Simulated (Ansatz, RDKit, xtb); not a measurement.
# C3H5BS: which of the isomers drawn lies lowest?

A sample of isomers of C3H5BS is drawn. Aim: find which of them has the lowest free energy at 298.15 K, then its properties. The sample is small against all isomers, and the most stable one of this formula need not be in it.

The funnel: GFN2-xTB relaxations, single points with a density functional, relaxations at B3LYP-D3(BJ)/def2-SVP, harmonic vibrations, and a last energy at a higher level. All values are calculated.

**1. Candidates**

Isomers were taken from a list of plausible structures; this is a sample, not all of them. That gives 3 candidates.

```tsv
label	SMILES	spin
c472	BCC#CS	singlet
c762	BC#CCS	singlet
c889	B[C@@H](S)C#C	singlet
```

Candidates are built by distance geometry, with a force field where one applies, in up to four conformers (letters a to d).

**Question.** With final energies at CCSD(T)/def2-SVP + MP2/def2-TZVPP - MP2/def2-SVP, which structure will this search put lowest in free energy, and by what margin?

| quantity | value |
| --- | --- |
| lowest structure found | BC#CCS, singlet, C1 |
| next finalist | BCC#CS, singlet, 8.3 kcal/mol higher in G |
| share at equilibrium, among the finalists | 100.0 % |
| harmonic wavenumbers, lowest and highest (B3LYP-D3(BJ)/def2-SVP) | 64 and 3099 cm⁻¹ |
| rotational constants, same geometry | 0.5301, 0.05138, 0.0476 cm⁻¹ |

The search ends on `BC#CCS`. The margin of 8.3 kcal/mol over the next finalist is beyond the usual error of the last level; it says nothing of structures that weren't ranked. GFN2-xTB, HF/STO-3G, r2SCAN-D4/def2-SVP, B3LYP-D3(BJ)/def2-SVP, HF/def2-SVP and MP2/def2-SVP already put its bonding pattern lowest among the structures in one piece. Lowest found is not proven lowest: the search is finite, and each finalist counts with one conformer. Only 3 drawn patterns were tried, so whole families of isomers are missing, and the result ranks this sample alone.
